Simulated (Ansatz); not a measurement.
**BH5SeSi: search for lower mean-field states, by script**

Computed with the Python package of Ansatz 0.2.0. Level of theory: Hartree-Fock/def2-SVP.

## (1) The structure

Bond lengths: B1–Si2 1.891 Å, Si2–Se3 2.265 Å, B1–H4 1.125 Å, B1–H5 1.242 Å, Si2–H6 1.479 Å, Si2–H7 1.493 Å, Se3–H8 1.476 Å. Angles: B1–Si2–Se3 107.4°, B1–Si2–H6 110.6°, B1–Si2–H7 110.4°, Se3–Si2–H6 110.3°, Se3–Si2–H7 109.5°, H6–Si2–H7 108.6°, Si2–B1–H4 122.1°, Si2–B1–H5 119.9°, H4–B1–H5 118.0°, Si2–Se3–H8 91.3°.

The script holds or builds the structure itself.

## (2) The script

Contents of states_bh5sesi.py:

```python
"""Restricted and unrestricted solutions of BH5SeSi, stretched and not."""

from dataclasses import dataclass

import ansatz as az
import numpy as np


@dataclass(frozen=True)
class RunConfig:
    basis: str = "def2-SVP"
    functional: str = "HF"


settings = RunConfig()

geometry = (
    az.Crystal.molecule()
    .atom("B", (-0.9387, 0.2922, -0.8652))
    .atom("Si", (0.6218, 0.4052, 0.1973))
    .atom("Se", (1.2373, -1.7096, 0.7264))
    .atom("H", (-1.3982, -0.695, -1.1488))
    .atom("H", (-1.4823, 1.3299, -1.2788))
    .atom("H", (0.3598, 1.185, 1.4265))
    .atom("H", (1.722, 1.0684, -0.5625))
    .atom("H", (-0.0297, -1.9332, 1.4494))
)
symbols = [site.symbol for site in geometry.cartesian_sites]

start = np.array([site.position_ang for site in geometry.cartesian_sites])
for factor in [1.0, 1.25, 1.6]:
    xyz = (start - start.mean(axis=0)) * factor
    scaled = az.Crystal.molecule()
    for symbol, place in zip(symbols, xyz):
        scaled = scaled.atom(symbol, place.tolist())
    job = (
        scaled.calculation()
        .basis(gaussian=settings.basis)
        .functional(settings.functional)
        .spin("collinear")
    )
    for search in ("off", "standard"):
        try:
            r = job.scf(lower_state_search=search).run(threads=1, backend="cpu").report
        except az.AnsatzError as error:
            print(f"x{factor} search {search}: {type(error).__name__}")
            continue
        state = r["mean_field"]["state"]
        print(f"all distances x{factor}, search {search:8s} E = {r['free_energy_ev']:.5f} eV  <S^2> = {abs(state['spin_squared']):.3f}  other states met: {len(r['mean_field']['others'])}")
```

## (3) What the engine is handed

The engine receives this input (first run):

```yaml
crystal:
  periodic: [false, false, false]
  atoms:
    - { symbol: B, position_ang: [-0.9502, 0.2993375, -0.8582375] }
    - { symbol: Si, position_ang: [0.6103, 0.41233749999999997, 0.20426249999999999] }
    - { symbol: Se, position_ang: [1.2258, -1.7024625, 0.7333625] }
    - { symbol: H, position_ang: [-1.4097000000000002, -0.6878625, -1.1418375] }
    - { symbol: H, position_ang: [-1.4938, 1.3370375, -1.2718375] }
    - { symbol: H, position_ang: [0.3483, 1.1921375, 1.4334625] }
    - { symbol: H, position_ang: [1.7105, 1.0755375, -0.5555375] }
    - { symbol: H, position_ang: [-0.041200000000000014, -1.9260625, 1.4563625] }
basis:
  gaussian:
    orbitals: def2-SVP
hamiltonian:
  xc: hf
magnetization:
  spin_polarized: true
scf:
  lower_state_search: "off"
```

## (4) Launch

The run is started by

```console
$ python states_bh5sesi.py
```

What time and memory should one allow on 1 thread of Arm Neoverse V1, shared host?

About 55 s, with a peak of 0.33 GiB.
